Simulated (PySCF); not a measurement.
# B3N3H6: fields and orbitals, part 2 of 2

For B3N3H6, the scripts below measure its response to a uniform field and probe its ring current by NICS.

PySCF 2.14.0; Gaussian basis, gas phase.

**4. Ring currents (CAM-B3LYP/cc-pvdz)**

input.py

```python
import numpy as np
from pyscf import gto, scf, dft
from pyscf.prop import nmr
from pyscf.data import nist

def solve(mol, dm0=None, hcore=None):
    mf = (dft.UKS if mol.spin else dft.RKS)(mol, xc='camb3lyp')
    mf.grids.level = 3
    mf.conv_tol, mf.max_cycle = 1e-8, 80
    if hcore is not None:
        mf.get_hcore = lambda *args: hcore
    mf.kernel(dm0)
    if not mf.converged:
        mf = mf.newton().run(mf.mo_coeff, mf.mo_occ, max_cycle=30)
    assert mf.converged, 'SCF not converged'
    return mf

mol = gto.M(atom='''
B      1.38608    -0.38486     0.00000
N      0.34877    -1.35014     0.00000
B     -1.02635    -1.00794     0.00000
N     -1.34364     0.37303     0.00000
B     -0.35974     1.39281     0.00000
N      0.99488     0.97711     0.00000
H      2.51848    -0.69931     0.00000
H      0.60100    -2.32646     0.00000
H     -1.86485    -1.83142     0.00000
H     -2.31527     0.64275     0.00000
H     -0.65362     2.53072     0.00000
H      1.71427     1.68371     0.00000
''', basis='cc-pvdz', charge=0, spin=0, verbose=4)
mf = solve(mol)
vxc = nmr.rks.get_vxc_giao  # smaller grid blocks
nmr.rks.get_vxc_giao = lambda *a, **k: vxc(*a, **{**k, 'max_memory': 300})
calc = nmr.RKS(mf)
calc.cphf = True
nuclei = calc.kernel()
mo1 = calc.mo10
# ring centres and points 1 angstrom above and below them
points = np.array([
    [0.0000, 0.0000, 0.0000],
    [0.0000, 0.0000, 1.0000],
    [0.0000, 0.0000, -1.0000],
]) / nist.BOHR
mol.atom_coord = lambda i, unit='Bohr': points[i]
idx = range(len(points))
sigma = (calc.dia(shielding_nuc=idx) + calc.para(mo10=mo1, shielding_nuc=idx)[0]) * nist.ALPHA**2 * 1e6
for p, t in zip(points, sigma):
    print('NICS at %8.4f %8.4f %8.4f  %8.2f ppm' % (*(p * nist.BOHR), -t.trace() / 3))
occ = mf.mo_coeff[:, mf.mo_occ > 0]
dm1 = np.array([mf.mo_coeff @ (2 * x) @ occ.T for x in mo1])
np.savez('result.npz', sigma=sigma, nuclei=nuclei, dm0=mf.make_rdm1(), dm1=dm1, e=mf.e_tot, eps=mf.mo_energy, occ=mf.mo_occ)
```

On the command line:

```sh
$ OMP_NUM_THREADS=1 python input.py
```

Output:

```text
[ENV] PYSCF_TMPDIR <dir>
[ENV] PYSCF_MAX_MEMORY 1375
[INPUT] verbose = 4
[INPUT] num. atoms = 12
[INPUT] num. electrons = 42
[INPUT] charge = 0
[INPUT] spin (= nelec alpha-beta = 2S) = 0
[INPUT] symmetry False subgroup None
[INPUT] Mole.unit = angstrom
[INPUT] Symbol           X                Y                Z      unit          X                Y                Z       unit  Magmom
[INPUT]  1 B      1.386080000000  -0.384860000000   0.000000000000 AA    2.619311586737  -0.727279996300   0.000000000000 Bohr   0.0
[INPUT]  2 N      0.348770000000  -1.350140000000   0.000000000000 AA    0.659079780465  -2.551394829820   0.000000000000 Bohr   0.0
[INPUT]  3 B     -1.026350000000  -1.007940000000   0.000000000000 AA   -1.939520407947  -1.904730549994   0.000000000000 Bohr   0.0
[INPUT]  4 N     -1.343640000000   0.373030000000   0.000000000000 AA   -2.539111610011   0.704924536247   0.000000000000 Bohr   0.0
[INPUT]  5 B     -0.359740000000   1.392810000000   0.000000000000 AA   -0.679810076051   2.632029443555   0.000000000000 Bohr   0.0
[INPUT]  6 N      0.994880000000   0.977110000000   0.000000000000 AA    1.880050726807   1.846470293574   0.000000000000 Bohr   0.0
[INPUT]  7 H      2.518480000000  -0.699310000000   0.000000000000 AA    4.759237450195  -1.321504376170   0.000000000000 Bohr   0.0
[INPUT]  8 H      0.601000000000  -2.326460000000   0.000000000000 AA    1.135725400864  -4.396372239756   0.000000000000 Bohr   0.0
[INPUT]  9 H     -1.864850000000  -1.831420000000   0.000000000000 AA   -3.524055763395  -3.460882219051   0.000000000000 Bohr   0.0
[INPUT] 10 H     -2.315270000000   0.642750000000   0.000000000000 AA   -4.375226204422   1.214621466564   0.000000000000 Bohr   0.0
[INPUT] 11 H     -0.653620000000   2.530720000000   0.000000000000 AA   -1.235162789538   4.782367697959   0.000000000000 Bohr   0.0
[INPUT] 12 H      1.714270000000   1.683710000000   0.000000000000 AA    3.239500803558   3.181750773191   0.000000000000 Bohr   0.0

nuclear repulsion = 199.630857249537
number of shells = 48
number of NR pGTOs = 198
number of NR cGTOs = 114
basis = cc-pvdz
ecp = {}

******** <class 'pyscf.dft.rks.RKS'> ********
method = RKS
initial guess = minao
damping factor = 0
level_shift factor = 0
DIIS = <class 'pyscf.scf.diis.CDIIS'>
diis_start_cycle = 1
diis_space = 8
diis_damp = 0
SCF conv_tol = 1e-08
SCF conv_tol_grad = None
SCF max_cycles = 80
direct_scf = True
direct_scf_tol = 1e-13
XC library pyscf.dft.libxc version 7.0.0
    S. Lehtola, C. Steigemann, M. J.T. Oliveira, and M. A.L. Marques.,  SoftwareX 7, 1–5 (2018)
XC functionals = camb3lyp
    T. Yanai, D. P. Tew, and N. C. Handy.,  Chem. Phys. Lett. 393, 51 (2004)
radial grids:
    Treutler-Ahlrichs [JCP 102, 346 (1995); DOI:10.1063/1.469408] (M4) radial grids

becke partition: Becke, JCP 88, 2547 (1988); DOI:10.1063/1.454033
pruning grids: <function nwchem_prune at 0xff40958b31a0>
grids dens level: 3
symmetrized grids: False
atomic radii adjust function: <function treutler_atomic_radii_adjust at 0xff40958b3100>
small_rho_cutoff = 0
Set gradient conv threshold to 0.0001
Initial guess from minao.
tot grids = 142696
init E= -243.566210100119
  HOMO = -0.351846713970126  LUMO = -0.0236099550257202  gap/eV = 8.93178
cycle= 1 E= -242.480090316799  delta_E= 1.09  |g|= 0.537  |ddm|= 3.24
  HOMO = -0.265614667647473  LUMO = 0.102733917383393  gap/eV = 10.02328
cycle= 2 E= -242.482942683631  delta_E= -0.00285  |g|= 0.567  |ddm|= 0.752
  HOMO = -0.343122868025696  LUMO = 0.067610148730227  gap/eV = 11.17661
cycle= 3 E= -242.549888204102  delta_E= -0.0669  |g|= 0.0314  |ddm|= 0.401
  HOMO = -0.341208893581858  LUMO = 0.0666043413371303  gap/eV = 11.09716
cycle= 4 E= -242.550202332654  delta_E= -0.000314  |g|= 0.0104  |ddm|= 0.0417
  HOMO = -0.340485906134507  LUMO = 0.0677791966681008  gap/eV = 11.10946
cycle= 5 E= -242.550227683187  delta_E= -2.54e-05  |g|= 0.00176  |ddm|= 0.00845
  HOMO = -0.34081675281227  LUMO = 0.0675260666211696  gap/eV = 11.11157
cycle= 6 E= -242.550228713249  delta_E= -1.03e-06  |g|= 0.000254  |ddm|= 0.00265
  HOMO = -0.340813696273783  LUMO = 0.0675218304769196  gap/eV = 11.11138
cycle= 7 E= -242.550228741899  delta_E= -2.86e-08  |g|= 4.48e-05  |ddm|= 0.000432
  HOMO = -0.340814988368029  LUMO = 0.067522627239259  gap/eV = 11.11143
cycle= 8 E= -242.550228742886  delta_E= -9.87e-10  |g|= 7.58e-06  |ddm|= 7.7e-05
  HOMO = -0.340817156764039  LUMO = 0.0675215146219808  gap/eV = 11.11146
Extra cycle  E= -242.550228742897  delta_E= -1.09e-11  |g|= 7.85e-06  |ddm|= 1.25e-05
converged SCF energy = -242.550228742897

******** <class 'pyscf.prop.nmr.rks.NMR'> for <class 'pyscf.dft.rks.RKS'> ********
gauge = GIAO
shielding for atoms range(0, 12)
Solving MO10 eq with CPHF.
CPHF conv_tol = 1e-09
CPHF max_cycle_cphf = 20

total shielding of atom 0 B
B_x [5.88802072e+01 3.98679223e+00 2.48931795e-14]
B_y [ 3.98597278e+00  7.21039669e+01 -8.93961058e-14]
B_z [-3.18542015e-14 -1.58838548e-14  1.25092582e+02]
dia-magnetic contribution
B_x [2.13930191e+02 1.53750711e-01 8.16850842e-14]
B_y [ 1.54077174e-01  2.14444000e+02 -1.40072100e-13]
B_z [-2.43268705e-13 -5.63934851e-14  2.09000738e+02]
para-magnetic contribution
B_x [-1.55049984e+02  3.83304152e+00 -5.67919046e-14]
B_y [ 3.83189561e+00 -1.42340033e+02  5.06759942e-14]
B_z [ 2.11414504e-13  4.05096303e-14 -8.39081557e+01]
occ part of para-magnetism
B_x [-7.50884531e+00  1.43051070e+00 -5.59897042e-14]
B_y [ 1.43002855e+00 -2.76214495e+00  1.03537262e-13]
B_z [2.96107608e-13 2.12636051e-13 3.64862299e+01]
vir part of para-magnetism
B_x [-1.47541138e+02  2.40253082e+00 -8.02200420e-16]
B_y [ 2.40186706e+00 -1.39577888e+02 -5.28612682e-14]
B_z [-8.46931050e-14 -1.72126421e-13 -1.20394386e+02]

total shielding of atom 1 N
B_x [ 1.60279587e+02  3.97915620e+01 -4.29956018e-15]
B_y [3.97971053e+01 1.65194858e+01 5.38719108e-14]
B_z [-6.44322941e-14 -2.34379762e-13  2.53912601e+02]
dia-magnetic contribution
B_x [3.20701192e+02 4.70614285e+00 4.57694585e-14]
B_y [4.70438267e+00 3.03705802e+02 2.93748394e-15]
B_z [ 3.25517518e-13 -1.97246902e-13  2.71665361e+02]
para-magnetic contribution
B_x [-1.60421604e+02  3.50854192e+01 -5.00690186e-14]
B_y [ 3.50927227e+01 -2.87186316e+02  5.09344269e-14]
B_z [-3.89949812e-13 -3.71328594e-14 -1.77527598e+01]
occ part of para-magnetism
B_x [ 1.17359909e+02 -1.51446511e+01 -1.85881769e-14]
B_y [-1.51353489e+01  1.72055285e+02  8.44442679e-14]
B_z [-1.93264381e-12  7.38081368e-13  2.85615900e+02]
vir part of para-magnetism
B_x [-2.77781513e+02  5.02300703e+01 -3.14808417e-14]
B_y [ 5.02280715e+01 -4.59241601e+02 -3.35098410e-14]
B_z [ 1.54269400e-12 -7.75214228e-13 -3.03368660e+02]

total shielding of atom 2 B
B_x [ 6.53453177e+01 -7.71945284e+00 -4.77460432e-15]
B_y [-7.71981940e+00  6.56374238e+01 -3.01377173e-14]
B_z [-2.17781564e-14  1.68394659e-14  1.25093830e+02]
dia-magnetic contribution
B_x [ 2.14181951e+02 -2.98862449e-01 -3.74144973e-15]
B_y [-2.99201273e-01  2.14191456e+02  9.61283040e-14]
B_z [6.14498866e-13 7.96356961e-13 2.08998315e+02]
para-magnetic contribution
B_x [-1.48836634e+02 -7.42059039e+00 -1.03315459e-15]
B_y [-7.42061813e+00 -1.48554032e+02 -1.26266021e-13]
B_z [-6.36277022e-13 -7.79517495e-13 -8.39044847e+01]
occ part of para-magnetism
B_x [-5.18723497e+00 -2.77097658e+00  5.96096294e-14]
B_y [-2.77018889e+00 -5.08264297e+00 -1.38219899e-13]
B_z [-8.91921163e-13 -1.32955814e-12  3.64878276e+01]
vir part of para-magnetism
B_x [-1.43649399e+02 -4.64961381e+00 -6.06427840e-14]
B_y [-4.65042923e+00 -1.43471389e+02  1.19538781e-14]
B_z [ 2.55644141e-13  5.50040644e-13 -1.20392312e+02]
...
total shielding of atom 4 B
B_x [7.22489415e+01 3.73390735e+00 1.15862881e-14]
B_y [3.73330351e+00 5.87339387e+01 1.89923961e-14]
B_z [-7.09503388e-16 -1.79449053e-13  1.25093921e+02]
dia-magnetic contribution
B_x [ 2.14448433e+02  1.45635187e-01 -3.22112183e-15]
B_y [1.45054918e-01 2.13924999e+02 6.36912968e-14]
B_z [5.48944348e-14 5.69121067e-13 2.09000267e+02]
para-magnetic contribution
B_x [-1.42199492e+02  3.58827217e+00  1.48074099e-14]
B_y [ 3.58824860e+00 -1.55191060e+02 -4.46989007e-14]
B_z [-5.56039382e-14 -7.48570120e-13 -8.39063461e+01]
occ part of para-magnetism
B_x [-2.71004010e+00  1.34023066e+00  6.51197972e-14]
B_y [ 1.34104587e+00 -7.56039831e+00 -4.31424535e-14]
B_z [ 5.70927316e-15 -8.27609511e-13  3.64865918e+01]
vir part of para-magnetism
B_x [-1.39489452e+02  2.24804151e+00 -5.03123873e-14]
B_y [ 2.24720272e+00 -1.47630662e+02 -1.55644721e-15]
B_z [-6.13132114e-14  7.90393906e-14 -1.20392938e+02]

total shielding of atom 5 N
B_x [ 8.69315639e+01 -8.21487398e+01  2.85487527e-13]
B_y [-8.21421100e+01  8.98796025e+01 -4.49358017e-13]
B_z [ 1.68995905e-13 -1.42906338e-13  2.53919535e+02]
dia-magnetic contribution
B_x [ 3.12028718e+02 -9.71107225e+00  5.90539051e-14]
B_y [-9.71236939e+00  3.12378533e+02 -6.81121607e-14]
B_z [1.07941871e-13 4.65882762e-13 2.71665538e+02]
para-magnetic contribution
B_x [-2.25097154e+02 -7.24376676e+01  2.26433622e-13]
B_y [-7.24297406e+01 -2.22498930e+02 -3.81245857e-13]
B_z [ 6.10540340e-14 -6.08789099e-13 -1.77460032e+01]
occ part of para-magnetism
B_x [1.45270414e+02 3.12510848e+01 7.64558490e-14]
B_y [ 3.12592245e+01  1.44140577e+02 -1.23465605e-13]
B_z [ 1.93690452e-13 -1.68462550e-12  2.85612309e+02]
vir part of para-magnetism
B_x [-3.70367568e+02 -1.03688752e+02  1.49977773e-13]
B_y [-1.03688965e+02 -3.66639507e+02 -2.57780252e-13]
B_z [-1.32636418e-13  1.07583640e-12 -3.03358312e+02]

total shielding of atom 6 H
B_x [ 2.86448142e+01 -3.24427802e-01  1.28483811e-14]
B_y [-3.24038873e-01  2.75647929e+01 -2.70428512e-14]
B_z [-7.06581561e-15 -1.02070627e-14  2.46428693e+01]
dia-magnetic contribution
B_x [ 4.09032878e+01 -3.41500162e+00  4.05528120e-14]
B_y [-3.41477258e+00  2.95537276e+01 -8.12530086e-14]
B_z [-8.55628177e-14 -1.51295361e-13  2.44382748e+01]
para-magnetic contribution
B_x [-1.22584736e+01  3.09057382e+00 -2.77044309e-14]
B_y [ 3.09073371e+00 -1.98893470e+00  5.42101574e-14]
B_z [7.84970021e-14 1.41088298e-13 2.04594576e-01]
occ part of para-magnetism
B_x [ 4.04646550e-01 -3.78671093e-01 -3.32545999e-14]
B_y [-3.78682560e-01 -8.55135157e-01  5.42470073e-14]
B_z [ 8.53398685e-14  3.35259175e-13 -3.42189498e+00]
vir part of para-magnetism
B_x [-1.26631202e+01  3.46924491e+00  5.55016897e-15]
B_y [ 3.46941627e+00 -1.13379954e+00 -3.68499200e-17]
B_z [-6.84286637e-15 -1.94170877e-13  3.62648955e+00]

total shielding of atom 7 H
B_x [ 2.63414385e+01 -8.84000542e-01  3.00406133e-14]
B_y [-8.83822065e-01  2.95352763e+01 -3.21693985e-14]
B_z [1.90421033e-14 2.43385001e-14 2.19933508e+01]
dia-magnetic contribution
B_x [ 2.70076042e+01 -4.18502682e+00  2.10126075e-14]
B_y [-4.18437326e+00  4.21289758e+01  1.79733301e-14]
B_z [-4.03713425e-13 -1.16351167e-13  1.78612543e+01]
para-magnetic contribution
B_x [-6.66165724e-01  3.30102628e+00  9.02800585e-15]
B_y [ 3.30055119e+00 -1.25936995e+01 -5.01427286e-14]
B_z [4.22755529e-13 1.40689667e-13 4.13209645e+00]
occ part of para-magnetism
B_x [-5.42514927e-01 -2.62409424e+00 -1.42837790e-14]
B_y [-2.62436649e+00  8.93583882e+00  3.72842163e-14]
B_z [ 9.64191811e-13  2.60128923e-13 -2.35565789e+01]
vir part of para-magnetism
B_x [-1.23650797e-01  5.92512052e+00  2.33117849e-14]
B_y [ 5.92491768e+00 -2.15295383e+01 -8.74269449e-14]
B_z [-5.41436282e-13 -1.19439256e-13  2.76886754e+01]

total shielding of atom 8 H
B_x [2.81157996e+01 6.29544424e-01 1.56279575e-14]
B_y [6.29866049e-01 2.80937698e+01 1.98457938e-14]
B_z [ 1.03838653e-14 -1.25477798e-15  2.46428881e+01]
dia-magnetic contribution
B_x [ 3.53485081e+01  6.62179990e+00 -2.96648881e-14]
B_y [6.62193127e+00 3.51087198e+01 5.00491818e-14]
B_z [9.96399812e-14 2.38058233e-13 2.44383214e+01]
para-magnetic contribution
B_x [-7.23270848e+00 -5.99225547e+00  4.52928456e-14]
B_y [-5.99206522e+00 -7.01494994e+00 -3.02033880e-14]
B_z [-8.92561159e-14 -2.39313011e-13  2.04566648e-01]
occ part of para-magnetism
B_x [-2.12204378e-01  7.34787890e-01  2.84139505e-14]
B_y [ 7.34871326e-01 -2.38188437e-01 -4.28792374e-14]
B_z [-1.80803861e-14 -3.18451350e-13 -3.42172578e+00]
vir part of para-magnetism
B_x [-7.02050410e+00 -6.72704336e+00  1.68788952e-14]
B_y [-6.72693654e+00 -6.77676150e+00  1.26758493e-14]
B_z [-7.11757297e-14  7.91383395e-14  3.62629243e+00]

total shielding of atom 9 H
B_x [ 2.95026639e+01 -9.41244059e-01 -2.07583937e-14]
B_y [-9.41099848e-01  2.63744471e+01  3.86761639e-14]
B_z [1.76798726e-14 8.16031119e-16 2.19934618e+01]
dia-magnetic contribution
B_x [ 4.19728397e+01 -4.45573182e+00 -6.03250677e-14]
B_y [-4.45476989e+00  2.71638271e+01  4.25708051e-14]
B_z [ 1.30647586e-13 -1.19432954e-14  1.78607962e+01]
para-magnetic contribution
B_x [-1.24701758e+01  3.51448776e+00  3.95666740e-14]
B_y [ 3.51367005e+00 -7.89379952e-01 -3.89464116e-15]
B_z [-1.12967713e-13  1.27593265e-14  4.13266563e+00]
occ part of para-magnetism
B_x [ 8.83900041e+00 -2.79212289e+00  3.35123611e-14]
B_y [-2.79256783e+00 -4.45419025e-01 -4.25457501e-14]
B_z [-1.22076778e-13  1.01661647e-14 -2.35571716e+01]
vir part of para-magnetism
B_x [-2.13091762e+01  6.30661065e+00  6.05431298e-15]
B_y [ 6.30623787e+00 -3.43960927e-01  3.86511089e-14]
B_z [9.10906454e-15 2.59316176e-15 2.76898373e+01]

total shielding of atom 10 H
B_x [ 2.75540365e+01 -3.05687067e-01 -3.74511962e-14]
B_y [-3.05315607e-01  2.86555309e+01  1.19279092e-14]
B_z [-2.55098544e-14 -1.29492934e-14  2.46430101e+01]
dia-magnetic contribution
B_x [ 2.94337018e+01 -3.20706736e+00 -2.20510466e-14]
B_y [-3.20704632e+00  4.10232462e+01  2.33153500e-14]
B_z [6.90196477e-14 1.74351365e-13 2.44382491e+01]
para-magnetic contribution
B_x [-1.87966529e+00  2.90138029e+00 -1.54001496e-14]
B_y [ 2.90173072e+00 -1.23677153e+01 -1.13874408e-14]
B_z [-9.45295021e-14 -1.87300658e-13  2.04760994e-01]
occ part of para-magnetism
B_x [-8.68081853e-01 -3.56169611e-01  2.00364199e-14]
B_y [-3.56041612e-01  4.17675782e-01 -1.50047306e-14]
B_z [-1.71020986e-13 -1.93080432e-13 -3.42164718e+00]
vir part of para-magnetism
B_x [-1.01158344e+00  3.25754990e+00 -3.54365695e-14]
B_y [ 3.25777233e+00 -1.27853911e+01  3.61728981e-15]
B_z [7.64914835e-14 5.77977357e-15 3.62640817e+00]

total shielding of atom 11 H
B_x [2.79716235e+01 1.82504233e+00 1.32177306e-15]
B_y [ 1.82525223e+00  2.79055828e+01 -1.59250875e-14]
B_z [-1.61679297e-14 -1.61990554e-14  2.19936227e+01]
dia-magnetic contribution
B_x [3.47246338e+01 8.63986181e+00 2.46157744e-14]
B_y [ 8.64061641e+00  3.44126324e+01 -5.97698005e-14]
B_z [ 2.70064253e-13 -1.69749086e-13  1.78613865e+01]
para-magnetic contribution
B_x [-6.75301030e+00 -6.81481948e+00 -2.32940014e-14]
B_y [-6.81536418e+00 -6.50704960e+00  4.38447130e-14]
B_z [-2.86232183e-13  1.53550031e-13  4.13223621e+00]
occ part of para-magnetism
B_x [ 4.29369432e+00  5.41662002e+00 -4.77913728e-16]
B_y [5.41633288e+00 4.09965494e+00 4.62966503e-14]
B_z [-5.92961081e-13  4.88217021e-13 -2.35571224e+01]
vir part of para-magnetism
B_x [-1.10467046e+01 -1.22314395e+01 -2.28160877e-14]
B_y [-1.22316971e+01 -1.06067045e+01 -2.45193723e-15]
B_z [ 3.06728898e-13 -3.34666991e-13  2.76893586e+01]
NICS at   0.0000   0.0000   0.0000     -1.70 ppm
NICS at   0.0000   0.0000   1.0000     -2.60 ppm
NICS at   0.0000   0.0000  -1.0000     -2.60 ppm
```

Wall time 62 s (1 thread of Arm Neoverse V2, shared host); peak memory 0.71 GiB.

**5. What the saved matrices give**

NICS at and above the rings.

It is neither clearly diatropic nor paratropic (non-aromatic): NICS(0) = −1.7, NICS(1) = −2.6, NICS(1)zz = −5.9 ppm.

**6. What came out**

What follows sums up all 2 parts.

```
                                                        quantity       value
                polarisability along the field (B3LYP/def2-svpd)  42.5 bohr³
NICS(1)zz, 6-membered ring B1/N2/B3/N4/B5/N6 (CAM-B3LYP/cc-pvdz)    -5.9 ppm
```

What this shows: The 6-membered ring B1/N2/B3/N4/B5/N6 is neither clearly diatropic nor paratropic (non-aromatic). All values hold at the given geometry, in the gas phase.
